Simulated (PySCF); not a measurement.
# C2H8FNSi: the cost of one run

Computed with PySCF 2.14.0, with density-fitted response routines of our own, on a single molecule in the gas phase. Atoms are numbered from 0 throughout.

### Step 1. The starting structure

13 atoms, charge 0, multiplicity 1; geometry from: GFN2-xTB. The atoms were then displaced at random by about 0.01 Å, so the start is not that level's minimum.

Bonds of the start (Å): C0–N1 1.44, N1–C2 1.45, N1–Si3 1.75, Si3–F4 1.59, C0–H5 1.10, C0–H6 1.10, C0–H7 1.06, C2–H8 1.06, C2–H9 1.10, C2–H10 1.09, Si3–H11 1.44, Si3–H12 1.44.

### Step 2. Relaxing the molecule at PBE0-D3(BJ)/def2-SVP

The job: settings as JSON, then the geometry in Å.

```
{"job": {"xc": "PBE0", "basis": "def2-SVP", "d3": "d3bj", "grid": 1, "shake": 0.01, "kind": "geom"}, "charge": 0, "multiplicity": 1}
C     -0.859730    -1.222750    -0.008460
N     -0.056540    -0.033790    -0.173980
C     -0.833070     1.195220    -0.158390
Si     1.659660    -0.079790     0.159710
F      2.209890     1.287090    -0.439240
H     -1.391460    -1.198530     0.957420
H     -1.634600    -1.222410    -0.794800
H     -0.256410    -2.089220    -0.094080
H     -1.562610     1.184940    -0.928380
H     -1.337130     1.330990     0.815330
H     -0.159750     2.040390    -0.302080
H      2.210400    -1.171980    -0.597880
H      2.017180    -0.037030     1.554510
```

Command:

```
> OMP_NUM_THREADS=1 python probes_run.py task.json out
```

The driver reads the jobs from task.json and runs them one after another.

**Question.** How long does this first job take on 1 thread of Arm Neoverse V2, shared host, and how much memory does it need?

About 91 s, with a peak of 0.48 GiB.
